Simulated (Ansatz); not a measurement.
**GeH₃ (doublet): from Hartree-Fock to the top rungs at a displaced geometry (v1), cc-pVDZ**

Aim: climb from Hartree-Fock through coupled cluster and multireference methods for GeH₃ (doublet) at one geometry and basis, and see what each rung misses.

Computed with Ansatz 0.2.0, Gaussian basis. Level: cc-pVDZ, core rule «outside noble gas», up to 14 orbitals frozen.

Plan: UHF; CCSD(T) on ROHF; CCSD(T) on UHF; BCCD(T) on ROHF; CISD; CCSDT(Q) on ROHF; CCSDT(Q) on UHF; CASSCF and MRCISD+Q, 7 electrons in 7 orbitals; CASSCF and MRCISD+Q(relaxed), 7 electrons in 7 orbitals; CASSCF and NEVPT2, 7 electrons in 7 orbitals.

23 further runs of the same task are left out: 2 for a known fault of the program, 10 that didn't finish, 11 set aside as unsound or not needed.

### 1 What is computed

The geometry is a PBE0/def2-TZVP stationary point (not a proven minimum) with its atoms shifted at random (size 0.040 Å). No spin-orbit coupling is included. The filled d shell of Ge may be among the frozen orbitals whatever the setting's name suggests; the logs give the count.

4 atoms, charge 0, spin multiplicity 2.

Atoms are counted from 1 here; the program's logs count them from 0.

Bond lengths: Ge1–H2 1.535 Å, Ge1–H3 1.537 Å, Ge1–H4 1.575 Å. Angles: H2–Ge1–H3 110.7°, H2–Ge1–H4 112.7°, H3–Ge1–H4 113.5°.

Coordinates:

```
Ge    0.00016   -0.00010   -0.01755
H     1.46430    0.00065    0.44260
H    -0.70103    1.30416    0.39582
H    -0.77467   -1.29752    0.42606
```

### 2 UHF

Input file in.yaml:

```yaml
crystal:
  periodic: [false, false, false]
  atoms:
    - {symbol: Ge, position_ang: [0.000158, -0.000101, -0.017546]}
    - {symbol: H, position_ang: [1.464297, 0.000648, 0.442604]}
    - {symbol: H, position_ang: [-0.701030, 1.304162, 0.395821]}
    - {symbol: H, position_ang: [-0.774672, -1.297524, 0.426057]}
basis:
  gaussian: {orbitals: cc-pVDZ}
magnetization: {spin_polarized: true, initial_magnetization: 1}
hamiltonian: {xc: hf}
output: {orbitals: {seedname: orbitals}}
```

Run with:

```sh
$ ansatz run in.yaml --threads 1 --pin off --events-out ev --progress --plain --max-ram 2393MiB
```

Further steps of the session: CCSD(T) on ROHF; CCSD(T) on UHF; BCCD(T) on ROHF; CISD; CCSDT(Q) on ROHF; CCSDT(Q) on UHF; CASSCF and MRCISD+Q, 7 electrons in 7 orbitals; CASSCF and MRCISD+Q(relaxed), 7 electrons in 7 orbitals; CASSCF and NEVPT2, 7 electrons in 7 orbitals.

Q: Predict the results of all the runs planned. Wanted: UCCSDT(Q) below the RHF energy; RMP2 from UCCSDT(Q); UMP2 from UCCSDT(Q); RCCSD from UCCSDT(Q); RCCSD(T) from UCCSDT(Q); UCCSD(T) from UCCSDT(Q); RCCSDT(Q) from UCCSDT(Q); NEVPT2 valence from UCCSDT(Q); MRCISD+Q valence from UCCSDT(Q).

As calculated:

| quantity | value |
| --- | --- |
| UCCSDT(Q) below the RHF energy | -3.2907 eV |
| RMP2 from UCCSDT(Q) | +75.2 kJ/mol |
| UMP2 from UCCSDT(Q) | +74.5 kJ/mol |
| RCCSD from UCCSDT(Q) | +7.6 kJ/mol |
| RCCSD(T) from UCCSDT(Q) | +2.0 kJ/mol |
| UCCSD(T) from UCCSDT(Q) | +1.7 kJ/mol |
| RCCSDT(Q) from UCCSDT(Q) | +0.4 kJ/mol |
| NEVPT2 valence from UCCSDT(Q) | +59.4 kJ/mol |
| MRCISD+Q valence from UCCSDT(Q) | +0.4 kJ/mol |
| MRCISD+Q(relaxed) valence from UCCSDT(Q) | -1.6 kJ/mol |
| levels within 1 kcal/mol (43 meV) | RCCSD(T), UCCSD(T), BCCD(T), RCCSDT, UCCSDT, RCCSDT(Q), MRCISD+Q valence, MRCISD+Q(relaxed) valence |
| T1 diagnostic | 0.015 |
| effectively unpaired electrons | 1.02 |

In words: RCCSD(T) misses by +2.0 kJ/mol, 0.6 % of the correlation energy. One determinant dominates. Of the multireference levels listed MRCISD+Q valence comes nearest in total energy (+0.4 kJ/mol), which doesn't show that its space is the better one. These misses are within one basis, not against nature; the frozen cores of restricted and unrestricted runs differ, which can shift their rows.
